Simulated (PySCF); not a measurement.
**Ti: excitation energy in dyall-av2z**

Wanted: the excitation energy of titanium, up a ladder of methods.

Method: unrestricted determinants in a Gaussian basis, no spin-orbit coupling in the energies. Code: PySCF 2.14.0.

### Step 1. What is computed

```
Element                                   : titanium (Z = 22)
Basis                                     : dyall-av2z (16s12p7d2f, 101 functions)
Hamiltonian                               : no relativity, point nucleus
State 1                                   : Ti: [Ar] 3d2 4s1 4p1, one real determinant (an excited configuration)
Needed too, but not shown                 : Ti [Ar] 3d2 4s2 (3F)
Methods                                   : UHF, LDA, PBE, PBE0, r2SCAN, B3LYP, wB97X-V, TPSS, PW91, MP2
Core shells frozen in the correlated runs : valence: [Ar] (for Ti)
```

The outer shells:

Ti [Ar] 3d2 4s1 4p1
```
[Ar] core
3d [↑ ][↑ ][  ][  ][  ]
4s [↑ ]
4p [↑ ][  ][  ]
```

The runs were made by one driver on top of PySCF. The scripts below sum up each run's settings (the driver also hands on starting orbitals that pick excited configurations, and frozen orbitals as a list rather than a count), and the logs come from the driver's own runs. The driver starts from symmetry-adapted Hartree-Fock orbitals, holds the occupation by maximum overlap and uses a logarithmic radial grid for functionals, so a plain start would take other cycles.

The integrals over 101 functions and the set-up took 0.24 s of CPU time.

### Step 2. Ti [Ar] 3d2 4s1 4p1, method by method

**UHF**

File input.py:

```python
from pyscf import gto, scf, dft, mp, cc
import basis_set_exchange as bse
mol = gto.M(atom="Ti 0 0 0", charge=0, spin=4, symmetry="D2h",
            basis=gto.basis.parse(bse.get_basis("dyall-av2z", elements=["Ti"], fmt="nwchem")))
mf = scf.UHF(mol)
mf.irrep_nelec = {'Ag': (5, 3), 'B1g': (1, 0), 'B1u': (2, 2), 'B2u': (3, 2), 'B3u': (2, 2)}
mf.kernel()
```

Output:

```text
damping factor = 0
level_shift factor = 0
DIIS = <class 'pyscf.scf.diis.CDIIS'>
diis_start_cycle = 1
diis_space = 10
diis_damp = 0
SCF conv_tol = 1e-09
SCF conv_tol_grad = None
number electrons alpha = 13  beta = 9
cycle= 1 E= -848.365847372021  delta_E= -0.00699  |g|= 0.0254  |ddm|= 0.0675
cycle= 2 E= -848.366444236865  delta_E= -0.000597  |g|= 0.00796  |ddm|= 0.0294
cycle= 3 E= -848.366656382716  delta_E= -0.000212  |g|= 0.00447  |ddm|= 0.0212
cycle= 4 E= -848.366785349888  delta_E= -0.000129  |g|= 0.00265  |ddm|= 0.0217
cycle= 5 E= -848.36682126455  delta_E= -3.59e-05  |g|= 0.00188  |ddm|= 0.0102
cycle= 6 E= -848.366841496177  delta_E= -2.02e-05  |g|= 0.00142  |ddm|= 0.00665
cycle= 7 E= -848.3668599817  delta_E= -1.85e-05  |g|= 0.000999  |ddm|= 0.00578
cycle= 8 E= -848.366875057719  delta_E= -1.51e-05  |g|= 0.000313  |ddm|= 0.00874
cycle= 9 E= -848.366876257594  delta_E= -1.2e-06  |g|= 6.07e-05  |ddm|= 0.00295
cycle= 10 E= -848.366876269595  delta_E= -1.2e-08  |g|= 1.03e-05  |ddm|= 0.00034
cycle= 11 E= -848.36687626981  delta_E= -2.15e-10  |g|= 2.82e-06  |ddm|= 3.73e-05
converged SCF energy = -848.36687626981  <S^2> = 6.0022557  2S+1 = 5.0009022
```

CPU time 4.4 s on a shared host, the integrals not counted.

The occupied shells:

```tsv
shell	electrons	mean orbital energy (eV)	spread (eV)	rms radius (bohr)
1s α	1	-4988.1	0	0.0812
1s β	1	-4988.1	0	0.0812
2s α	1	-584.43	0	0.353
2s β	1	-583.41	0	0.353
2p α	3	-485.60	0.071	0.321
2p β	3	-484.65	0.054	0.321
3s α	1	-80.988	0	1.09
3s β	1	-77.189	0	1.09
3p α	3	-52.091	0.190	1.18
3p β	3	-47.606	0.185	1.18
3d α	2	-13.132	0.141	1.67
4s α	1	-8.256	0	3.84
4p α	1	-4.735	0	4.86
```

⟨S²⟩ = 6.002, ⟨L²⟩ = 14.04.

Spin-orbit constants on these orbitals (cm⁻¹; bare nucleus, screened nucleus, mean field): 3d 254.8, 139.0, 118.3; 4p 150.3, 136.6, 128.0. To first order in LS coupling the lowest level has J = 2 and lies 0.0374 eV below the centre of the term.

⟨L²⟩ = 14.04 against 20 for a pure G term, so this real determinant mixes terms.

**LDA**

input.py, as changed from the run before:

```diff
@@ -4,3 +4,3 @@
             basis=gto.basis.parse(bse.get_basis("dyall-av2z", elements=["Ti"], fmt="nwchem")))
-mf = scf.UHF(mol)
+mf = dft.UKS(mol, xc="LDA,VWN")
 mf.irrep_nelec = {'Ag': (5, 3), 'B1g': (1, 0), 'B1u': (2, 2), 'B2u': (3, 2), 'B3u': (2, 2)}
```

Output:

```text
damping factor = 0
level_shift factor = 0
DIIS = <class 'pyscf.scf.diis.CDIIS'>
diis_start_cycle = 1
diis_space = 10
diis_damp = 0
SCF conv_tol = 1e-09
SCF conv_tol_grad = None
number electrons alpha = 13  beta = 9
XC functionals = LDA,VWN
    P. A. M. Dirac.,  Math. Proc. Cambridge Philos. Soc. 26, 376 (1930)
    F. Bloch.,  Z. Phys. 57, 545 (1929)
    S. H. Vosko, L. Wilk, and M. Nusair.,  Can. J. Phys. 58, 1200 (1980)
cycle= 1 E= -847.224459087875  delta_E= -0.0264  |g|= 0.0495  |ddm|= 0.391
cycle= 2 E= -847.224373084441  delta_E= 8.6e-05  |g|= 0.0292  |ddm|= 0.129
cycle= 3 E= -847.22470952893  delta_E= -0.000336  |g|= 0.0121  |ddm|= 0.0898
cycle= 4 E= -847.22478173911  delta_E= -7.22e-05  |g|= 0.00153  |ddm|= 0.0256
cycle= 5 E= -847.2247821409  delta_E= -4.02e-07  |g|= 0.000488  |ddm|= 0.00288
cycle= 6 E= -847.224782213716  delta_E= -7.28e-08  |g|= 0.000101  |ddm|= 0.000535
cycle= 7 E= -847.224782216497  delta_E= -2.78e-09  |g|= 2.43e-05  |ddm|= 7.79e-05
cycle= 8 E= -847.224782216655  delta_E= -1.58e-10  |g|= 9.31e-06  |ddm|= 1.81e-05
converged SCF energy = -847.224782216655  <S^2> = 6.0000945  2S+1 = 5.0000378
```

It used 2 s of CPU time after the integrals (shared host).

**PBE**

input.py, as changed from the run before:

```diff
@@ -4,3 +4,3 @@
             basis=gto.basis.parse(bse.get_basis("dyall-av2z", elements=["Ti"], fmt="nwchem")))
-mf = dft.UKS(mol, xc="LDA,VWN")
+mf = dft.UKS(mol, xc="PBE")
 mf.irrep_nelec = {'Ag': (5, 3), 'B1g': (1, 0), 'B1u': (2, 2), 'B2u': (3, 2), 'B3u': (2, 2)}
```

Output:

```text
damping factor = 0
level_shift factor = 0
DIIS = <class 'pyscf.scf.diis.CDIIS'>
diis_start_cycle = 1
diis_space = 10
diis_damp = 0
SCF conv_tol = 1e-09
SCF conv_tol_grad = None
number electrons alpha = 13  beta = 9
XC functionals = PBE
    J. P. Perdew, K. Burke, and M. Ernzerhof.,  Phys. Rev. Lett. 77, 3865 (1996)
    J. P. Perdew, K. Burke, and M. Ernzerhof.,  Phys. Rev. Lett. 78, 1396 (1997)
    J. P. Perdew, K. Burke, and M. Ernzerhof.,  Phys. Rev. Lett. 77, 3865 (1996)
    J. P. Perdew, K. Burke, and M. Ernzerhof.,  Phys. Rev. Lett. 78, 1396 (1997)
cycle= 1 E= -849.048525393521  delta_E= -0.016  |g|= 0.0196  |ddm|= 0.324
cycle= 2 E= -849.042914980784  delta_E= 0.00561  |g|= 0.108  |ddm|= 0.517
cycle= 3 E= -849.046018284685  delta_E= -0.0031  |g|= 0.077  |ddm|= 0.899
cycle= 4 E= -849.044938430955  delta_E= 0.00108  |g|= 0.0877  |ddm|= 0.0522
cycle= 5 E= -849.048603917052  delta_E= -0.00367  |g|= 0.0152  |ddm|= 0.371
cycle= 6 E= -849.047469976915  delta_E= 0.00113  |g|= 0.0645  |ddm|= 0.595
cycle= 7 E= -849.048682322718  delta_E= -0.00121  |g|= 0.0239  |ddm|= 0.217
cycle= 8 E= -849.048608808492  delta_E= 7.35e-05  |g|= 0.0189  |ddm|= 0.433
cycle= 9 E= -849.04855876572  delta_E= 5e-05  |g|= 0.00679  |ddm|= 0.311
cycle= 10 E= -849.048492673634  delta_E= 6.61e-05  |g|= 0.00326  |ddm|= 0.17
cycle= 11 E= -849.048466015533  delta_E= 2.67e-05  |g|= 0.000902  |ddm|= 0.0694
cycle= 12 E= -849.048465353309  delta_E= 6.62e-07  |g|= 0.000728  |ddm|= 0.0065
cycle= 13 E= -849.048465450256  delta_E= -9.69e-08  |g|= 0.000692  |ddm|= 0.00107
cycle= 14 E= -849.048465606375  delta_E= -1.56e-07  |g|= 0.000231  |ddm|= 0.00858
cycle= 15 E= -849.048465477344  delta_E= 1.29e-07  |g|= 1.69e-05  |ddm|= 0.00376
cycle= 16 E= -849.048465476725  delta_E= 6.19e-10  |g|= 3.67e-06  |ddm|= 0.000325
converged SCF energy = -849.048465476725  <S^2> = 6.0002697  2S+1 = 5.0001079
```

CPU time 5.4 s on a shared host, the integrals not counted.

**PBE0**

input.py, as changed from the run before:

```diff
@@ -4,3 +4,3 @@
             basis=gto.basis.parse(bse.get_basis("dyall-av2z", elements=["Ti"], fmt="nwchem")))
-mf = dft.UKS(mol, xc="PBE")
+mf = dft.UKS(mol, xc="PBE0")
 mf.irrep_nelec = {'Ag': (5, 3), 'B1g': (1, 0), 'B1u': (2, 2), 'B2u': (3, 2), 'B3u': (2, 2)}
```

Output:

```text
damping factor = 0
level_shift factor = 0
DIIS = <class 'pyscf.scf.diis.CDIIS'>
diis_start_cycle = 1
diis_space = 10
diis_damp = 0
SCF conv_tol = 1e-09
SCF conv_tol_grad = None
number electrons alpha = 13  beta = 9
XC functionals = PBE0
    C. Adamo and V. Barone.,  J. Chem. Phys. 110, 6158 (1999)
    M. Ernzerhof and G. E. Scuseria.,  J. Chem. Phys. 110, 5029 (1999)
cycle= 1 E= -849.08873530422  delta_E= -0.00955  |g|= 0.0161  |ddm|= 0.21
cycle= 2 E= -849.088947553845  delta_E= -0.000212  |g|= 0.0115  |ddm|= 0.0444
cycle= 3 E= -849.089022188882  delta_E= -7.46e-05  |g|= 0.00319  |ddm|= 0.0156
cycle= 4 E= -849.089083640039  delta_E= -6.15e-05  |g|= 0.00232  |ddm|= 0.0146
cycle= 5 E= -849.089153075895  delta_E= -6.94e-05  |g|= 0.00157  |ddm|= 0.0221
cycle= 6 E= -849.089203486393  delta_E= -5.04e-05  |g|= 0.000658  |ddm|= 0.0387
cycle= 7 E= -849.089203772303  delta_E= -2.86e-07  |g|= 8.41e-05  |ddm|= 0.00185
cycle= 8 E= -849.089203830071  delta_E= -5.78e-08  |g|= 1.27e-05  |ddm|= 0.00138
cycle= 9 E= -849.089203831341  delta_E= -1.27e-09  |g|= 9.71e-06  |ddm|= 8.11e-05
cycle= 10 E= -849.08920383238  delta_E= -1.04e-09  |g|= 5.63e-06  |ddm|= 8.33e-05
cycle= 11 E= -849.089203833248  delta_E= -8.68e-10  |g|= 1.46e-06  |ddm|= 0.000189
converged SCF energy = -849.089203833248  <S^2> = 6.0005687  2S+1 = 5.0002275
```

It used 5.4 s of CPU time after the integrals (shared host).

**r2SCAN**

input.py, as changed from the run before:

```diff
@@ -4,3 +4,3 @@
             basis=gto.basis.parse(bse.get_basis("dyall-av2z", elements=["Ti"], fmt="nwchem")))
-mf = dft.UKS(mol, xc="PBE0")
+mf = dft.UKS(mol, xc="R2SCAN")
 mf.irrep_nelec = {'Ag': (5, 3), 'B1g': (1, 0), 'B1u': (2, 2), 'B2u': (3, 2), 'B3u': (2, 2)}
```

Output:

```text
damping factor = 0
level_shift factor = 0
DIIS = <class 'pyscf.scf.diis.CDIIS'>
diis_start_cycle = 1
diis_space = 10
diis_damp = 0
SCF conv_tol = 1e-09
SCF conv_tol_grad = None
number electrons alpha = 13  beta = 9
XC functionals = R2SCAN
    J. W. Furness, A. D. Kaplan, J. Ning, J. P. Perdew, and J. Sun.,  J. Phys. Chem. Lett. 11, 8208-8215 (2020)
    J. W. Furness, A. D. Kaplan, J. Ning, J. P. Perdew, and J. Sun.,  J. Phys. Chem. Lett. 11, 9248-9248 (2020)
    J. W. Furness, A. D. Kaplan, J. Ning, J. P. Perdew, and J. Sun.,  J. Phys. Chem. Lett. 11, 8208-8215 (2020)
    J. W. Furness, A. D. Kaplan, J. Ning, J. P. Perdew, and J. Sun.,  J. Phys. Chem. Lett. 11, 9248-9248 (2020)
cycle= 1 E= -849.249555223562  delta_E= -0.0118  |g|= 0.014  |ddm|= 0.275
cycle= 2 E= -849.249764026439  delta_E= -0.000209  |g|= 0.00611  |ddm|= 0.0692
cycle= 3 E= -849.249828110361  delta_E= -6.41e-05  |g|= 0.00352  |ddm|= 0.0311
cycle= 4 E= -849.249856710022  delta_E= -2.86e-05  |g|= 0.00383  |ddm|= 0.0247
cycle= 5 E= -849.249879513664  delta_E= -2.28e-05  |g|= 0.00199  |ddm|= 0.0359
cycle= 6 E= -849.249881653138  delta_E= -2.14e-06  |g|= 0.000357  |ddm|= 0.00622
cycle= 7 E= -849.249881820808  delta_E= -1.68e-07  |g|= 0.000267  |ddm|= 0.00131
cycle= 8 E= -849.249881912808  delta_E= -9.2e-08  |g|= 4.19e-05  |ddm|= 0.00248
cycle= 9 E= -849.249881915382  delta_E= -2.57e-09  |g|= 8.52e-06  |ddm|= 0.000277
cycle= 10 E= -849.249881915415  delta_E= -3.35e-11  |g|= 1.3e-07  |ddm|= 2.01e-05
converged SCF energy = -849.249881915415  <S^2> = 6.000725  2S+1 = 5.00029
```

It used 9.2 s of CPU time after the integrals (shared host).

**B3LYP**

input.py, as changed from the run before:

```diff
@@ -4,3 +4,3 @@
             basis=gto.basis.parse(bse.get_basis("dyall-av2z", elements=["Ti"], fmt="nwchem")))
-mf = dft.UKS(mol, xc="R2SCAN")
+mf = dft.UKS(mol, xc="B3LYP")
 mf.irrep_nelec = {'Ag': (5, 3), 'B1g': (1, 0), 'B1u': (2, 2), 'B2u': (3, 2), 'B3u': (2, 2)}
```

Output:

```text
damping factor = 0
level_shift factor = 0
DIIS = <class 'pyscf.scf.diis.CDIIS'>
diis_start_cycle = 1
diis_space = 10
diis_damp = 0
SCF conv_tol = 1e-09
SCF conv_tol_grad = None
number electrons alpha = 13  beta = 9
XC functionals = B3LYP
    P. J. Stephens, F. J. Devlin, C. F. Chabalowski, and M. J. Frisch.,  J. Phys. Chem. 98, 11623 (1994)
cycle= 1 E= -849.301811484858  delta_E= -0.0131  |g|= 0.0216  |ddm|= 0.259
cycle= 2 E= -849.301947718526  delta_E= -0.000136  |g|= 0.0171  |ddm|= 0.0391
cycle= 3 E= -849.302029101299  delta_E= -8.14e-05  |g|= 0.00251  |ddm|= 0.0156
cycle= 4 E= -849.302064143663  delta_E= -3.5e-05  |g|= 0.00178  |ddm|= 0.0108
cycle= 5 E= -849.302109710916  delta_E= -4.56e-05  |g|= 0.000887  |ddm|= 0.0227
cycle= 6 E= -849.302119728841  delta_E= -1e-05  |g|= 0.000204  |ddm|= 0.0138
cycle= 7 E= -849.302120547262  delta_E= -8.18e-07  |g|= 0.000124  |ddm|= 0.00412
cycle= 8 E= -849.302120710887  delta_E= -1.64e-07  |g|= 5.95e-05  |ddm|= 0.0015
cycle= 9 E= -849.302120796865  delta_E= -8.6e-08  |g|= 4.1e-05  |ddm|= 0.00133
cycle= 10 E= -849.302120822697  delta_E= -2.58e-08  |g|= 3.91e-06  |ddm|= 0.00125
cycle= 11 E= -849.302120822783  delta_E= -8.55e-11  |g|= 6.47e-07  |ddm|= 3.72e-05
converged SCF energy = -849.302120822783  <S^2> = 6.000491  2S+1 = 5.0001964
```

CPU time 5.4 s on a shared host, the integrals not counted.

**wB97X-V**

input.py, as changed from the run before:

```diff
@@ -4,3 +4,3 @@
             basis=gto.basis.parse(bse.get_basis("dyall-av2z", elements=["Ti"], fmt="nwchem")))
-mf = dft.UKS(mol, xc="B3LYP")
+mf = dft.UKS(mol, xc="WB97X_V")
 mf.irrep_nelec = {'Ag': (5, 3), 'B1g': (1, 0), 'B1u': (2, 2), 'B2u': (3, 2), 'B3u': (2, 2)}
```

Output:

```text
damping factor = 0
level_shift factor = 0
DIIS = <class 'pyscf.scf.diis.CDIIS'>
diis_start_cycle = 1
diis_space = 10
diis_damp = 0
SCF conv_tol = 1e-09
SCF conv_tol_grad = None
number electrons alpha = 13  beta = 9
XC functionals = WB97X_V
    N. Mardirossian and M. Head-Gordon.,  Phys. Chem. Chem. Phys. 16, 9904-9924 (2014)
NLC functional = WB97X_V
cycle= 1 E= -849.159337156395  delta_E= -0.00992  |g|= 0.0216  |ddm|= 0.115
cycle= 2 E= -849.15991455491  delta_E= -0.000577  |g|= 0.0115  |ddm|= 0.0468
cycle= 3 E= -849.160111856996  delta_E= -0.000197  |g|= 0.00602  |ddm|= 0.0226
cycle= 4 E= -849.160297424292  delta_E= -0.000186  |g|= 0.00462  |ddm|= 0.0209
cycle= 5 E= -849.16051481233  delta_E= -0.000217  |g|= 0.00388  |ddm|= 0.0259
cycle= 6 E= -849.160911199193  delta_E= -0.000396  |g|= 0.00288  |ddm|= 0.0715
cycle= 7 E= -849.16098659917  delta_E= -7.54e-05  |g|= 0.00128  |ddm|= 0.0333
cycle= 8 E= -849.16100079797  delta_E= -1.42e-05  |g|= 0.000768  |ddm|= 0.0171
cycle= 9 E= -849.161002101788  delta_E= -1.3e-06  |g|= 0.0005  |ddm|= 0.00351
cycle= 10 E= -849.161003633957  delta_E= -1.53e-06  |g|= 0.000451  |ddm|= 0.00242
cycle= 11 E= -849.161005566072  delta_E= -1.93e-06  |g|= 0.00024  |ddm|= 0.0043
cycle= 12 E= -849.161005738408  delta_E= -1.72e-07  |g|= 1.6e-05  |ddm|= 0.00159
cycle= 13 E= -849.161005740483  delta_E= -2.08e-09  |g|= 3.09e-06  |ddm|= 0.000179
cycle= 14 E= -849.161005740503  delta_E= -1.91e-11  |g|= 1.2e-06  |ddm|= 2.36e-05
converged SCF energy = -849.161005740503  <S^2> = 6.0004991  2S+1 = 5.0001996
```

It used 9.1 s of CPU time after the integrals (shared host).

**TPSS**

input.py, as changed from the run before:

```diff
@@ -4,3 +4,3 @@
             basis=gto.basis.parse(bse.get_basis("dyall-av2z", elements=["Ti"], fmt="nwchem")))
-mf = dft.UKS(mol, xc="WB97X_V")
+mf = dft.UKS(mol, xc="TPSS")
 mf.irrep_nelec = {'Ag': (5, 3), 'B1g': (1, 0), 'B1u': (2, 2), 'B2u': (3, 2), 'B3u': (2, 2)}
```

Output:

```text
damping factor = 0
level_shift factor = 0
DIIS = <class 'pyscf.scf.diis.CDIIS'>
diis_start_cycle = 1
diis_space = 10
diis_damp = 0
SCF conv_tol = 1e-09
SCF conv_tol_grad = None
number electrons alpha = 13  beta = 9
XC functionals = TPSS
    J. Tao, J. P. Perdew, V. N. Staroverov, and G. E. Scuseria.,  Phys. Rev. Lett. 91, 146401 (2003)
    J. P. Perdew, J. Tao, V. N. Staroverov, and G. E. Scuseria.,  J. Chem. Phys. 120, 6898 (2004)
    J. Tao, J. P. Perdew, V. N. Staroverov, and G. E. Scuseria.,  Phys. Rev. Lett. 91, 146401 (2003)
    J. P. Perdew, J. Tao, V. N. Staroverov, and G. E. Scuseria.,  J. Chem. Phys. 120, 6898 (2004)
cycle= 1 E= -849.311079342742  delta_E= -0.0122  |g|= 0.0152  |ddm|= 0.28
cycle= 2 E= -849.311216661064  delta_E= -0.000137  |g|= 0.00461  |ddm|= 0.057
cycle= 3 E= -849.311281242308  delta_E= -6.46e-05  |g|= 0.00597  |ddm|= 0.0453
cycle= 4 E= -849.311310754955  delta_E= -2.95e-05  |g|= 0.00356  |ddm|= 0.0177
cycle= 5 E= -849.311378258182  delta_E= -6.75e-05  |g|= 0.00447  |ddm|= 0.0686
cycle= 6 E= -849.311396775948  delta_E= -1.85e-05  |g|= 0.00229  |ddm|= 0.0245
cycle= 7 E= -849.311405069532  delta_E= -8.29e-06  |g|= 0.000702  |ddm|= 0.0274
cycle= 8 E= -849.311405359402  delta_E= -2.9e-07  |g|= 6.13e-05  |ddm|= 0.00317
cycle= 9 E= -849.311405369633  delta_E= -1.02e-08  |g|= 5.57e-05  |ddm|= 0.00159
cycle= 10 E= -849.311405372576  delta_E= -2.94e-09  |g|= 1.06e-05  |ddm|= 0.000519
cycle= 11 E= -849.311405372636  delta_E= -6.06e-11  |g|= 4e-06  |ddm|= 1.38e-05
converged SCF energy = -849.311405372636  <S^2> = 6.0004986  2S+1 = 5.0001994
```

CPU time 10 s on a shared host, the integrals not counted.

**PW91**

input.py, as changed from the run before:

```diff
@@ -4,3 +4,3 @@
             basis=gto.basis.parse(bse.get_basis("dyall-av2z", elements=["Ti"], fmt="nwchem")))
-mf = dft.UKS(mol, xc="TPSS")
+mf = dft.UKS(mol, xc="PW91,PW91")
 mf.irrep_nelec = {'Ag': (5, 3), 'B1g': (1, 0), 'B1u': (2, 2), 'B2u': (3, 2), 'B3u': (2, 2)}
```

Output:

```text
damping factor = 0
level_shift factor = 0
DIIS = <class 'pyscf.scf.diis.CDIIS'>
diis_start_cycle = 1
diis_space = 10
diis_damp = 0
SCF conv_tol = 1e-09
SCF conv_tol_grad = None
number electrons alpha = 13  beta = 9
XC functionals = PW91,PW91
    J. P. Perdew. In P. Ziesche and H. Eschrig, editors, Proceedings of the 75. WE-Heraeus-Seminar and 21st Annual International Symposium on Electronic Structure of Solids, 11. Berlin, 1991. Akademie Verlag.
    J. P. Perdew, J. A. Chevary, S. H. Vosko, K. A. Jackson, M. R. Pederson, D. J. Singh, and C. Fiolhais.,  Phys. Rev. B 46, 6671 (1992)
    J. P. Perdew, J. A. Chevary, S. H. Vosko, K. A. Jackson, M. R. Pederson, D. J. Singh, and C. Fiolhais.,  Phys. Rev. B 48, 4978 (1993)
    J. P. Perdew. In P. Ziesche and H. Eschrig, editors, Proceedings of the 75. WE-Heraeus-Seminar and 21st Annual International Symposium on Electronic Structure of Solids, 11. Berlin, 1991. Akademie Verlag.
    J. P. Perdew, J. A. Chevary, S. H. Vosko, K. A. Jackson, M. R. Pederson, D. J. Singh, and C. Fiolhais.,  Phys. Rev. B 46, 6671 (1992)
    J. P. Perdew, J. A. Chevary, S. H. Vosko, K. A. Jackson, M. R. Pederson, D. J. Singh, and C. Fiolhais.,  Phys. Rev. B 48, 4978 (1993)
cycle= 1 E= -849.307704322949  delta_E= -0.0172  |g|= 0.0234  |ddm|= 0.336
cycle= 2 E= -849.306735894147  delta_E= 0.000968  |g|= 0.0617  |ddm|= 0.436
cycle= 3 E= -849.30205489738  delta_E= 0.00468  |g|= 0.106  |ddm|= 0.883
cycle= 4 E= -849.306476655956  delta_E= -0.00442  |g|= 0.0617  |ddm|= 0.191
cycle= 5 E= -849.307782929551  delta_E= -0.00131  |g|= 0.00363  |ddm|= 0.41
cycle= 6 E= -849.307807238127  delta_E= -2.43e-05  |g|= 0.00307  |ddm|= 0.0802
cycle= 7 E= -849.307796264647  delta_E= 1.1e-05  |g|= 0.00235  |ddm|= 0.0977
cycle= 8 E= -849.307782218818  delta_E= 1.4e-05  |g|= 0.000885  |ddm|= 0.0518
cycle= 9 E= -849.307782815084  delta_E= -5.96e-07  |g|= 0.000957  |ddm|= 0.0217
cycle= 10 E= -849.30778272653  delta_E= 8.86e-08  |g|= 0.000914  |ddm|= 0.000533
cycle= 11 E= -849.307782488351  delta_E= 2.38e-07  |g|= 0.000728  |ddm|= 0.00178
cycle= 12 E= -849.307781751055  delta_E= 7.37e-07  |g|= 6.06e-05  |ddm|= 0.00903
cycle= 13 E= -849.307781742246  delta_E= 8.81e-09  |g|= 5.23e-06  |ddm|= 0.00107
cycle= 14 E= -849.307781742248  delta_E= -1.36e-12  |g|= 2.08e-07  |ddm|= 3.04e-05
converged SCF energy = -849.307781742248  <S^2> = 6.0002685  2S+1 = 5.0001074
```

It used 4.8 s of CPU time after the integrals (shared host).

### Step 3. Ti [Ar] 3d2 4s1 4p1, continued

**MP2 (valence)**

Changes to input.py since step 2:

```diff
@@ -4,4 +4,5 @@
             basis=gto.basis.parse(bse.get_basis("dyall-av2z", elements=["Ti"], fmt="nwchem")))
-mf = dft.UKS(mol, xc="PW91,PW91")
+mf = scf.UHF(mol)
 mf.irrep_nelec = {'Ag': (5, 3), 'B1g': (1, 0), 'B1u': (2, 2), 'B2u': (3, 2), 'B3u': (2, 2)}
 mf.kernel()
+mp.UMP2(mf, frozen=9).kernel()
```

The driver printed no log here.

CPU time 0.2 s on a shared host, the integrals not counted.

With 4 electrons correlated, the MP2 correlation energy is -0.01369 hartree (-0.01369 same spin, 0.00000 opposite spin); the SCS form gives -0.00456. Largest pairs of shells: 3d-3d -0.0046, 3d-4s -0.0044, 3d-4p -0.0029, 4s-4p -0.0018, 4s-4s 0.0000.

Radial density 4πr²ρ of Ti at UHF:

```tsv
r (bohr)	density	spin density
0.00138	0.161	0.000
0.00232	0.437	0.000
0.00391	1.15	0.000
0.00658	2.90	0.001
0.0111	6.74	0.002
0.0186	13.7	0.004
0.0313	22.4	0.006
0.0526	25.9	0.004
0.0885	20.7	0.000
0.149	22.2	0.018
0.250	27.5	0.105
0.421	12.4	0.436
0.709	9.14	1.163
1.19	7.79	1.225
2.01	1.61	0.794
3.37	0.667	0.659
5.67	0.214	0.214
9.54	0.0131	0.013
```

### Step 4. The energy differences

Excitation energy: Ti [Ar] 3d2 4s2 (3F) → Ti [Ar] 3d2 4s1 4p1 (high-spin determinant).

```tsv
method	value (eV)
UHF	0.989
LDA	2.098
PBE	1.912
PBE0	1.783
r2SCAN	1.596
B3LYP	2.156
wB97X-V	1.910
TPSS	1.817
PW91	1.913
MP2 (valence)	1.649
SCS-MP2 (valence)	1.879
```

A first-order spin-orbit estimate (lowest level to lowest level, LS coupling) adds -0.008 eV. The determinant of Ti mixes LS terms, which raises its energy at the Hartree-Fock and MP2 levels.

The differences also use runs on Ti [Ar] 3d2 4s2 (3F), which are not shown here.

### Step 5. Summary of results

| quantity | value |
| --- | --- |
| excitation energy, Ti → [Ar] 3d2 4s1 4p1 | UHF 0.989, MP2 (valence) 1.649 eV |

What this shows: The methods span 1.167 eV, from UHF (0.989) to B3LYP (2.156). No reference value is at hand in this session. All values hold for this basis alone; no basis-set limit was taken.
